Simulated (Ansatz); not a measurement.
# CCSD/6-31G(d) (spherical functions) run of AlH3 (SMILES [H][Al]([H])[H])

Aim: the electronic atomisation energy of AlH3 at CCSD/6-31G* (spherical functions), from 3 runs. 

The results are computed with Ansatz 0.2.0.

61 further runs of the same task are left out: 2 that didn't finish, 59 set aside as unsound or not needed.

### Step 1. The structure to begin with

The species is AlH3 (4 atoms), meant as a singlet with charge 0. As SMILES, `[H][Al]([H])[H]`. The shape comes from GFN2-xTB, which is rough for such elements, and wasn't checked as a minimum.

Bond lengths: Al1–H2 1.553 Å, Al1–H3 1.553 Å, Al1–H4 1.553 Å. Angles: H2–Al1–H3 120.0°, H2–Al1–H4 120.0°, H3–Al1–H4 120.0°.

### Step 2. The energy at CCSD/6-31G(d) (spherical functions)

Input file run.yaml:

```yaml
crystal:
  periodic: [false, false, false]
  atoms:
    - {symbol: Al, position_ang: [-0.000010, -0.000020, 0.000020]}
    - {symbol: H, position_ang: [1.552650, -0.030520, 0.014610]}
    - {symbol: H, position_ang: [-0.749810, 1.359840, -0.019120]}
    - {symbol: H, position_ang: [-0.802830, -1.329300, 0.004480]}
basis:
  gaussian: {orbitals: 6-31G_st_-spherical.json}
scf: {omitted_lower_state_checks: [cluster_reference, increment]}
accuracy: high
correlation: {method: ccsd, frozen_orbitals: {Al: 5, H: 0}}
```

The basis set 6-31G* is read from a file made from the Basis Set Exchange's data (not shown).

On the command line:

```
$ ansatz run run.yaml --threads 1 --pin off --max-ram 2610MiB --events-out events.jsonl --progress --plain --runs-dir runs
```

Standard output:

```text
Warning: RAYON_NUM_THREADS=1 ignored (pool sized by the plan → 1); use --threads N
Functional definition: HF
  name "HF"
  exchange = exact_x
  correlation = 0
these checks for a lower state are left out or cut short: cluster_reference, increment
453 factors; integrals over basis functions are off by at most 3.6e-9 eV
mean field evaluation 1: about -6628.7510 eV, gradient 7.7e0 eV
mean field evaluation 2: about -6628.7562 eV, gradient 7.7e0 eV
mean field evaluation 4: about -6629.0923 eV, gradient 1.7e-1 eV
mean field evaluation 8: about -6629.0924 eV, gradient 6.1e-6 eV
mean field -6629.09237850 eV, -243.6146515496 hartree, gradient 1.0e-8 eV, S^2 0.000000; 0 other end points of the search recorded, 0 dependent functions left out
5 core orbitals not correlated: weight in the atoms' cores, before any rotation towards them, 1.000 or more for the frozen orbitals, at most 0.000 for the correlated occupied ones
reference -6629.09237850 eV, -243.6146515496 hartree; 3, 3 occupied and 16, 16 virtual orbitals, 453 factors
second order -1.42972576 eV of doubles, -0.00000000 eV of singles
cycle   1  -1.77406246 eV  change   -3.4e-1 eV  update   4.8e-2
cycle   2  -1.93077217 eV  change   -1.6e-1 eV  update   1.9e-2
cycle   3  -1.93249732 eV  change   -1.7e-3 eV  update   4.0e-3
cycle   4  -1.93294453 eV  change   -4.5e-4 eV  update   6.7e-4
cycle   5  -1.93295931 eV  change   -1.5e-5 eV  update   2.1e-4
cycle   6  -1.93288673 eV  change    7.3e-5 eV  update   4.9e-5
cycle   7  -1.93290396 eV  change   -1.7e-5 eV  update   1.4e-5
cycle   8  -1.93290414 eV  change   -1.8e-7 eV  update   3.7e-6
cycle   9  -1.93290278 eV  change    1.4e-6 eV  update   8.4e-7
cycle  10  -1.93290325 eV  change   -4.7e-7 eV  update   1.5e-7
cycle  11  -1.93290328 eV  change   -2.4e-8 eV  update   3.1e-8
cycle  12  -1.93290327 eV  change    6.7e-9 eV  update   1.3e-8
cycle  13  -1.93290300 eV  change    2.6e-7 eV  update   6.5e-8
cycle  14  -1.93290292 eV  change    8.0e-8 eV  update   2.1e-8
cycle  15  -1.93290292 eV  change    4.9e-9 eV  update   4.2e-9
cycle  16  -1.93290292 eV  change   -1.9e-9 eV  update   1.4e-9
cycle  17  -1.93290292 eV  change  -6.4e-11 eV  update  2.8e-10
Total energy: -6631.02528142 eV, -243.6856844218 hartree
Checks for a lower state left out: cluster_reference, increment
```

It took 0.18 s on 1 thread of Arm Neoverse V2, shared host.

### Step 3. The Al atom, same level

Input file molecule.yaml:

```yaml
crystal:
  periodic: [false, false, false]
  atoms:
    - symbol: Al
      position_ang: [0.000000, 0.000000, 0.000000]
basis:
  gaussian:
    orbitals: 6-31G_st_-spherical.json
correlation:
  method: ccsd
  frozen_orbitals: {Al: 5}
accuracy: high
scf:
  omitted_lower_state_checks: [cluster_reference, increment]
magnetization:
  spin_polarized: true
  initial_magnetization: 1
```

The basis set 6-31G* is read from a file made from the Basis Set Exchange's data (not shown).

Run the same way, it converges to -241.89989 Eh (log not shown).

### Step 4. The H atom: the energy at UHF/6-31G(d) (spherical functions)

Input file job.yaml:

```yaml
crystal:
  periodic: [false, false, false]
  atoms:
    - {symbol: H, position_ang: [0.000000, 0.000000, 0.000000]}
basis:
  gaussian: {orbitals: "6-31G*"}
total_charge: 0
magnetization: {spin_polarized: true, initial_magnetization: 1}
accuracy: high
hamiltonian: {xc: hf}
```

Run the same way, it converges to -0.49823 Eh (log not shown).

### Step 5. Outcome

Level: CCSD/6-31G* (spherical functions), 5 core orbitals frozen.

```
                                             quantity          value
                               molecule: total energy  -243.68568 Eh
molecule: correlation energy (5 core orbitals frozen)      -71.0 mEh
                              molecule: T1 diagnostic          0.013
                                Al atom: total energy  -241.89989 Eh
 Al atom: correlation energy (5 core orbitals frozen)      -43.5 mEh
           Al atom: ⟨S²⟩ of the reference determinant          0.757
                               Al atom: T1 diagnostic          0.013
                                 H atom: total energy    -0.49823 Eh
                                         H atom: ⟨S²⟩          0.750
                        electronic atomisation energy       7.921 eV
```

Taking the molecule apart into free atoms costs 7.92 eV (764 kJ/mol), before zero-point energy and without spin-orbit coupling.
